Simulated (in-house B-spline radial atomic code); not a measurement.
# Cd⁴⁺: ionisation energy by several methods

How far do functionals differ on the ionisation energy of Cd⁴⁺? Each run solves Cd⁴⁺ and then the next ion ([Kr] 4d7).

Program: in-house B-spline radial atomic code version 1. Level of theory: Dirac-Coulomb, several functionals; spherical all-electron atom at the radial basis limit. These are calculated values, not measurements, unless marked.

### 1 The system

- element: cadmium (Z = 48)
- charge: +4
- electrons: 44
- configuration: [Kr] 4d8
- nucleus: Fermi, rms radius 4.609 fm

The outer shells:

[Kr] 4d8
```
[Kr] core
4d [↑↓][↑↓][↑↓][↑ ][↑ ]
```

The boxes only draw the filling; these runs are spin-restricted and spherical.

### 2 PW91, a GGA

Settings of the run:

```ini
Z = 48
electrons = 44.0
configuration = [Kr] 4d8
hamiltonian = dirac
method = pw91,pw91
spin_polarised = False
nucleus = fermi
rms_radius = 4.6087
mass_number = 114
atomic_mass = 113.903364998
speed_of_light = 137.035999084
```

### 3 OLYP, a GGA

Changes to the settings of step 2:

```diff
@@ -4,3 +4,3 @@
 hamiltonian = dirac
-method = pw91,pw91
+method = optx,lyp
 spin_polarised = False
```

### 4 AM05, a GGA

Changes to the settings of step 3:

```diff
@@ -4,3 +4,3 @@
 hamiltonian = dirac
-method = optx,lyp
+method = am05
 spin_polarised = False
```

### 5 RPBE, a GGA

Changes to the settings of step 4:

```diff
@@ -4,3 +4,3 @@
 hamiltonian = dirac
-method = am05
+method = rpbe,pbe
 spin_polarised = False
```

### 6 BLYP, a GGA

Changes to the settings of step 5:

```diff
@@ -4,3 +4,3 @@
 hamiltonian = dirac
-method = rpbe,pbe
+method = b88,lyp
 spin_polarised = False
```

### 7 PBEsol, a GGA

Changes to the settings of step 6:

```diff
@@ -4,3 +4,3 @@
 hamiltonian = dirac
-method = b88,lyp
+method = pbesol
 spin_polarised = False
```

**Question.** The tabulated ionisation energy is 67.9 ± 1.9 eV (tabulated theoretical; NIST Atomic Spectra Database). What does each method give, and which comes nearest?

The runs gave:

| method | rung | total energy (hartree) | ΔSCF (eV) | with Breit, QED, recoil (eV) | −ε highest (eV) | corrected ΔSCF less tabulated (eV) |
| --- | --- | --- | --- | --- | --- | --- |
| PW91 | GGA | -5592.4000 | 71.421 | 71.429 | 62.259 (4d5/2) | +3.529 |
| OLYP | GGA | -5593.8000 | 71.619 | 71.628 | 62.418 (4d5/2) | +3.728 |
| AM05 | GGA | -5586.7391 | 71.304 | 71.312 | 62.143 (4d5/2) | +3.412 |
| RPBE | GGA | -5591.8881 | 71.275 | 71.283 | 62.110 (4d5/2) | +3.383 |
| BLYP | GGA | -5592.1560 | 71.164 | 71.172 | 62.015 (4d5/2) | +3.272 |
| PBEsol | GGA | -5588.9518 | 71.301 | 71.309 | 62.144 (4d5/2) | +3.409 |

What this shows: Tables give 67.9 ± 1.9 eV (tabulated theoretical; NIST Atomic Spectra Database) for the ionisation energy. BLYP misses by +3.272 eV, the least, and OLYP by +3.728 eV (5.5 %), the most. All methods miss on the same side by much the same amount, which points to something that they share. Open shells are averaged (over orientations, and over spins where the run is restricted), while tables refer to the lowest levels. For the semilocal functionals minus the highest level recovers only 87 % of their own ΔSCF value, a mark of self-interaction.
